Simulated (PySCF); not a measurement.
# AlCl2F (SMILES [F][Al]([Cl])[Cl]): levels of theory compared

Aim: a comparison of 6 runs (B3LYP/def2-SVPD, M06-L/def2-SVPD, PBE0/def2-SVPD, revPBE/def2-SVPD, wB97M-V/def2-SVPD, wB97X/def2-SVPD) of AlCl2F. 

Program for the calculation: PySCF 2.14.0.

2 further runs of the same task are left out: 2 set aside as unsound or not needed.

## Step 1: The molecule

The species is AlCl2F (4 atoms), meant as a singlet with charge 0. SMILES: `[F][Al]([Cl])[Cl]`. The coordinates come from a PBE0-D4/def2-TZVP relaxation.

Bond lengths: F1–Al2 1.633 Å, Al2–Cl3 2.065 Å, Al2–Cl4 2.065 Å. Angles: F1–Al2–Cl3 119.2°, F1–Al2–Cl4 119.2°, Cl3–Al2–Cl4 121.5°.

## Step 2: A single-point energy at B3LYP/def2-SVPD (run 1)

Input file calc.py:

```python
from pyscf import gto, dft

mol = gto.M(
    atom='F 0.087420 0.388220 1.682350; Al 0.004800 0.021530 0.093600; Cl 1.223040 -1.463690 -0.663450; Cl -1.315270 1.053930 -1.112510',
    charge=0,
    verbose=3,
    basis='def2-svpd',
    max_memory=1860,
)

mf = dft.RKS(mol)
mf.xc = 'b3lyp'
mf.grids.level = 5
mf.conv_tol = 1e-10
mf.kernel()
if not mf.converged:
    mf = mf.newton().run(mf.mo_coeff, mf.mo_occ)

etot = mf.e_tot
print('E = %.10f Eh' % etot)
```

Launch:

```sh
$ OMP_NUM_THREADS=1 python calc.py
```

The program printed:

```text
converged SCF energy = -1262.51391212357
E = -1262.5139121236 Eh
```

Run time: 14 s. Hardware: 1 thread of Arm Neoverse V2, shared host; peak memory 0.52 GiB.

## Step 3: The energy at M06-L/def2-SVPD (run 2)

Input file job.py:

```python
# [F][Al]([Cl])[Cl]
from pyscf import gto, dft

mol = gto.Mole()
mol.atom = '''
F      0.165200     0.733629     3.179181
Al     0.009071     0.040686     0.176878
Cl     2.311211    -2.765973    -1.253739
Cl    -2.485500     1.991639    -2.102339
'''
mol.unit = 'bohr'
mol.basis = 'def2-svpd'
mol.verbose = 3
mol.max_memory = 1860
mol.charge = 0
mol.build()

mf = dft.RKS(mol, xc='m06-l')
mf.conv_tol = 1e-10
mf.grids.level = 5
mf.kernel()
if not mf.converged:
    mf = mf.newton().run(mf.mo_coeff, mf.mo_occ)

energy = mf.e_tot
print('E = %.10f Eh' % energy)
```

Launch:

```sh
$ OMP_NUM_THREADS=1 python job.py
```

The program printed:

```text
converged SCF energy = -1262.45696583327
E = -1262.4569658333 Eh
```

It took 29 s on 1 thread of Arm Neoverse V2, shared host; peak memory 0.57 GiB.

## Step 4: The energy at PBE0/def2-SVPD (run 3)

Input file input.py:

```python
# [F][Al]([Cl])[Cl]
from pyscf import gto, dft

mol = gto.M(
    atom='''
F      0.165200     0.733629     3.179181
Al     0.009071     0.040686     0.176878
Cl     2.311211    -2.765973    -1.253739
Cl    -2.485500     1.991639    -2.102339
''',
    unit='bohr',
    max_memory=1860,
    basis='def2-svpd',
    spin=0,
    verbose=3,
)

ks = dft.RKS(mol, xc='pbe0')
ks.conv_tol = 1e-10
ks.grids.level = 5
ks.kernel()
if not ks.converged:
    ks = ks.newton().run(ks.mo_coeff, ks.mo_occ)

energy = ks.e_tot
print('E = %.10f Eh' % energy)
```

Launch:

```sh
$ OMP_NUM_THREADS=1 python input.py
```

The program printed:

```text
converged SCF energy = -1261.95550051044
E = -1261.9555005104 Eh
```

Run time: 14 s. Hardware: 1 thread of Arm Neoverse V2, shared host; peak memory 0.52 GiB.

Runs 4 to 5 aren't shown in full; the table further down has their settings and results.

## Step 5: The energy at wB97X/def2-SVPD (run 6)

Input file mol.xyz:

```xyz
4
AlCl2F
F      0.087420     0.388220     1.682350
Al     0.004800     0.021530     0.093600
Cl     1.223040    -1.463690    -0.663450
Cl    -1.315270     1.053930    -1.112510
```

Input file calc.py:

```python
from pyscf import gto, dft

mol = gto.M(
    atom='mol.xyz',
    charge=0,
    basis='def2-svpd',
    max_memory=1860,
    verbose=4,
)

mf = dft.RKS(mol, xc='wb97x')
mf.conv_tol = 1e-10
mf.grids.level = 5
mf.kernel()
if not mf.converged:
    mf = mf.newton().run(mf.mo_coeff, mf.mo_occ)

e_tot = mf.e_tot
print('E(%s) = %.9f' % ('WB97X', e_tot))
```

Launch:

```sh
$ OMP_NUM_THREADS=1 python calc.py
```

The program printed:

```text
PySCF version 2.14.0

[... 71 lines left out ...]
converged SCF energy = -1262.440247582
E(WB97X) = -1262.440247582
```

Wall time 19 s (1 thread of Arm Neoverse V2, shared host); peak memory 0.52 GiB.

## Step 6: The series

```csv
run,level,nlc grid,energy (Eh),dipole moment (D),HOMO energy (eV),LUMO energy (eV),wall time
1,B3LYP/def2-SVPD,–,-1262.513912,0.50,-9.44,-1.85,14 s
2,M06-L/def2-SVPD,–,-1262.456966,0.40,-8.58,-1.65,29 s
3,PBE0/def2-SVPD,–,-1261.955501,0.49,-9.76,-1.57,14 s
4,revPBE/def2-SVPD,–,-1262.202284,0.46,-8.28,-2.28,13 s
5,wB97M-V/def2-SVPD,1,-1262.397583,0.46,-12.03,-0.24,55 s
6,wB97X/def2-SVPD,–,-1262.440248,0.42,-12.17,0.36,19 s
```

## Step 7: What came out

```
            quantity           value
 run 6: total energy  -1262.44025 Eh
run 6: dipole moment          0.42 D
  run 6: HOMO energy       -12.17 eV
  run 6: LUMO energy         0.36 eV
run 6: HOMO–LUMO gap        12.53 eV
```

**Reading.** The dipole moment (its size) runs from 0.40 D (M06-L/def2-SVPD) to 0.50 D (B3LYP/def2-SVPD). The HOMO–LUMO gap runs from 6.00 eV (revPBE/def2-SVPD) to 12.53 eV (wB97X/def2-SVPD). Totals of different functionals can't be ranked against each other. All runs together took 2.4 min, the longest 55 s.
